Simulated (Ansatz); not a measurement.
A nudged elastic band was laid between two geometries of a periodic cell of 17 atoms, AlSi₁₆ (host Si, host structure diamond, interstitial Al).

Computed with Ansatz 0.2.0, DFT r2SCAN, scalar-relativistic, plane waves, PAW. Settings: PAW set soft_1, cutoff 500 eV, k mesh 2x2x2, gaussian smearing 0.05 eV, spin collinear.

```yaml
movable_images: 3
climbing_image: yes
spring: 5.0 eV/Å²
optimiser: quadratic models (default)
start_path: IDPP
force_threshold: 0.05 eV/Å
iteration_limit: 22
end_points: relaxed
```

Image 0:

```xyz
17
Lattice="0.0000 5.4300 5.4300 5.4300 0.0000 5.4300 5.4300 5.4300 0.0000" Properties=species:S:1:pos:R:3
Si -0.047 -0.049 0.045
Si 1.356 1.355 1.369
Si 2.760 2.758 0.044
Si 4.072 4.069 1.356
Si 2.728 -0.016 2.700
Si 4.059 1.355 4.072
Si 5.384 2.758 2.668
Si 6.787 4.083 4.071
Si -0.014 2.726 2.700
Si 1.357 4.057 4.071
Si 2.761 5.381 2.667
Si 4.085 6.785 4.070
Si 2.728 2.726 5.442
Si 4.072 4.070 6.786
Si 5.415 5.414 5.442
Si 6.787 6.785 6.773
Al 6.787 6.783 9.500
```

Image 4:

```xyz
17
Lattice="0.0000 5.4300 5.4300 5.4300 0.0000 5.4300 5.4300 5.4300 0.0000" Properties=species:S:1:pos:R:3
Si 0.003 -0.002 0.002
Si 1.346 1.341 1.346
Si 2.719 2.713 0.015
Si 4.090 4.085 1.346
Si 2.718 0.010 2.717
Si 4.090 1.341 4.089
Si 5.421 2.713 2.717
Si 6.745 4.116 4.121
Si 0.016 2.713 2.718
Si 1.346 4.085 4.089
Si 2.719 5.415 2.718
Si 4.123 6.738 4.122
Si 2.718 2.713 5.420
Si 4.121 4.116 6.744
Si 5.435 5.427 5.434
Si 6.745 6.740 6.744
Al 8.150 8.142 8.149
```

Q: Which bonds break or form, and what moves?

A: The atom that moves furthest is Al17, by 2.35 Å; four of its nearest neighbours are Si11 2.43, Si1 2.43, Si7 2.43, Si3 2.43 Å at the first end and Si12 2.43, Si14 2.43, Si8 2.43, Si16 2.43 Å at the last.

Q: What energy profile does the band end with?

A: The forces met the threshold. The highest image is number 2 of 0 to 4, 0.85 eV above the ends, which have the same energy within 2 meV. The order of the point at the top wasn't checked. Limits of this set-up: coarse k mesh, a small cell, in which the defect meets its images, a typed lattice constant that wasn't relaxed here.

```
image  path coordinate (Å)  energy (eV)  Si1–Al17 (Å)  Si14–Al17 (Å)
    0                 0.00         0.00          2.43           4.70
    1                 0.72         0.27          2.60           4.04
    2                 1.43         0.85          3.24           3.24
    3                 2.15         0.27          4.04           2.60
    4                 2.86         0.00          4.70           2.43
```

Q: What is the geometry of the highest image?

A: 
```xyz
17
Lattice="0.0000 5.4300 5.4300 5.4300 0.0000 5.4300 5.4300 5.4300 0.0000" Properties=species:S:1:pos:R:3
Si 0.168 0.163 -0.165
Si 1.408 1.401 1.370
Si 2.803 2.790 0.115
Si 4.239 4.238 1.192
Si 2.670 0.009 2.764
Si 4.063 1.401 4.026
Si 5.311 2.794 2.631
Si 6.710 4.189 4.160
Si 0.013 2.665 2.762
Si 1.407 4.058 4.027
Si 2.801 5.315 2.638
Si 4.186 6.703 4.152
Si 2.670 2.663 5.419
Si 3.908 3.904 6.953
Si 5.262 5.263 5.595
Si 6.711 6.697 6.671
Al 7.461 7.469 8.822
```

Run time: 3.3 min on 4 threads of AMD EPYC 7R32 (Zen 2) (shared host), peak memory 3.8 GiB.
